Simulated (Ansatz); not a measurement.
# CH₄BBrOS: basis-set convergence

The task here is to estimate one member of a computed series from the others.

Computed with Ansatz 0.2.0, Gaussian basis. Level: one geometry, several basis sets.

Plan: PBE0-D4/def2-SVP; ωB97M-V/def2-SVP; PBE0-D4/def2-QZVPP; ωB97M-V/def2-QZVPP; the functionals' def2-TZVPP values are taken from earlier runs.

## The geometry

The geometry comes from an earlier relaxation with PBE0-D4 in a triple-zeta def2 set; it is a stationary point, not always the lowest conformer.

SMILES `COB(S)Br`, 9 atoms, charge 0, spin multiplicity 1.

Atoms are counted from 1 here; the program's logs count them from 0.

Bond lengths: C1–O2 1.418 Å, C1–H6 1.093 Å, C1–H7 1.089 Å, C1–H8 1.093 Å, O2–B3 1.338 Å, B3–S4 1.812 Å, B3–Br5 1.928 Å, S4–H9 1.340 Å. Angles: O2–C1–H6 110.7°, O2–C1–H7 107.4°, O2–C1–H8 110.7°, H6–C1–H7 109.4°, H6–C1–H8 109.3°, H7–C1–H8 109.4°, C1–O2–B3 122.1°, O2–B3–S4 121.7°, O2–B3–Br5 116.9°, S4–B3–Br5 121.4°, B3–S4–H9 95.8°.

The first run:

The input, in.yaml:

```yaml
crystal:
  periodic: [false, false, false]
  atoms:
    - {symbol: C, position_ang: [0.525634, 0.144314, 1.364468]}
    - {symbol: O, position_ang: [-0.464020, 0.667255, 0.494065]}
    - {symbol: B, position_ang: [-0.612670, 0.226122, -0.760649]}
    - {symbol: S, position_ang: [0.443804, -1.078557, -1.442066]}
    - {symbol: Br, position_ang: [-2.004964, 1.043701, -1.815140]}
    - {symbol: H, position_ang: [0.372160, -0.925995, 1.525758]}
    - {symbol: H, position_ang: [0.434097, 0.669205, 2.313799]}
    - {symbol: H, position_ang: [1.525904, 0.307919, 0.954813]}
    - {symbol: H, position_ang: [-0.131447, -1.100164, -2.652247]}
basis:
  gaussian: {orbitals: def2-SVP}
hamiltonian: {xc: pbe0, dispersion: d4}
output: {orbitals: {seedname: orbitals}}
```

Steps of the session up to this table: PBE0-D4 in def2-SVP; ωB97M-V in def2-SVP; PBE0-D4 in def2-QZVPP; ωB97M-V in def2-QZVPP.

One table of the session follows, with a row left open; its other results are not shown here.

It belongs to the step «Density functionals: the series». 

```
functional       basis  HOMO (eV)  LUMO (eV)
   PBE0-D4    def2-SVP      -7.81       0.09
   PBE0-D4  def2-TZVPP      -7.94      -0.19
   PBE0-D4  def2-QZVPP      -7.97      -0.26
   ωB97M-V    def2-SVP      -9.95       2.19
   ωB97M-V  def2-TZVPP          ?          ?
   ωB97M-V  def2-QZVPP     -10.14       1.52
```

**Question.** Estimate the row for ωB97M-V, def2-TZVPP.

The run gave: HOMO (eV): -10.11; LUMO (eV): 1.85. In the column «HOMO (eV)» it lies between ωB97M-V, def2-QZVPP (-10.14) and ωB97M-V, def2-SVP (-9.95).
